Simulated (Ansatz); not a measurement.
# FeSi: the crystal squeezed far

The task here is to estimate one member of a computed series from the others.

Computed with Ansatz 0.2.0 (DFT, r2SCAN, PAW with Ansatz's default frozen-core files, scalar-relativistic, unless a step's input says otherwise).

### The structure to begin with

Symmetry: F-43m, No. 216, cubic system. Conventional cell: a = 5.395 Å, b = 5.395 Å, c = 5.395 Å, α = 90.00°, β = 90.00°, γ = 90.00°. Around Fe (site symmetry -43m) lie 4 Si at 2.34 Å. Si (site symmetry -43m) is surrounded by 4 Fe at 2.34 Å.

Structure file:

```cif
data_structure
_symmetry_space_group_name_H-M 'P 1'
_symmetry_Int_Tables_number 1
_cell_length_a 3.8146
_cell_length_b 3.8146
_cell_length_c 3.8146
_cell_angle_alpha 60.000
_cell_angle_beta 60.000
_cell_angle_gamma 60.000
_cell_volume 39.25
loop_
_atom_site_label
_atom_site_type_symbol
_atom_site_fract_x
_atom_site_fract_y
_atom_site_fract_z
_atom_site_occupancy
Fe1 Fe 0.00000 0.00000 0.00000 1
Si1 Si 0.25000 0.25000 0.25000 1
```

Whether this phase is the stable one at these pressures isn't tested.

Atoms are numbered in the order of the input: Fe1, Si2.

Set-up of the first run:

File input.yaml:

```yaml
crystal:
  lattice:
    - [0.0, 2.6973620324, 2.6973620324]
    - [2.6973620324, 0.0, 2.6973620324]
    - [2.6973620324, 2.6973620324, 0.0]
  atoms:
    - { symbol: Fe, position: [0.0, 0.0, 0.0], spin: 2.5 }
    - { symbol: Si, position: [0.25, 0.25, 0.25] }
magnetization:
  spin_polarized: true
kpoints:
  mp_grid: { grid: [12, 12, 12] }
scf:
  occupations: { method: fermi_dirac, width: 0.05 }
hamiltonian:
  xc: r2scan
  pseudopotentials: { kind: paw }
output:
  forces: true
  stress: true
relax:
  f_tol: 0.005
  max_steps: 40
  cell: {}
```

Launch:

```sh
$ ansatz run input.yaml --threads 1 --pin off --max-ram 3072MiB --backend cpu --events-out ev --progress --plain --runs-dir out
```

Steps of the session up to this table: Cell relaxed at zero pressure, PAW; Volume scaled by 1, PAW; Volume scaled by 0.9, PAW; Volume scaled by 0.8, PAW; Volume scaled by 0.7, PAW; Volume scaled by 0.6, PAW; Volume scaled by 0.5, PAW; Volume scaled by 0.5, PAW (partial_waves polarizable); Volume scaled by 0.4, PAW; Volume scaled by 0.4, PAW (cutoff 250 eV).

One table of the session follows, with a row left open; its other results are not shown here.

```
                         method  volume over the first  volume (Å³/atom)  pressure (GPa)  moment Fe1 (μB)  moment Si2 (μB)
                            PAW                      1            18.952           -0.03             2.44            -0.15
                            PAW                    0.9                 ?               ?                ?                ?
                            PAW                    0.8            15.162           18.15             1.42            -0.10
                            PAW                    0.7            13.267           36.70             0.00             0.00
                            PAW                    0.6            11.371           84.11             0.00             0.00
                            PAW                    0.5             9.476          175.37             0.00             0.00
                            PAW                    0.4             7.581          369.06             0.00             0.00
            PAW (cutoff 250 eV)                    0.4             7.581          366.91             0.00             0.00
PAW (partial_waves polarizable)                    0.5             9.476          175.33             0.00             0.00
```

Q: Estimate the row for PAW, 0.9 from the others.

The run gave: volume (Å³/atom): 17.057; pressure (GPa): 7.31; moment Fe1 (μB): 2.06; moment Si2 (μB): -0.14. In the column «volume (Å³/atom)» it lies between PAW, 0.8 (15.162) and PAW, 1 (18.952).

Caveats from the session: Warnings in the runs' records: stability check not made, seeded moment not kept, cutoff below recommended.
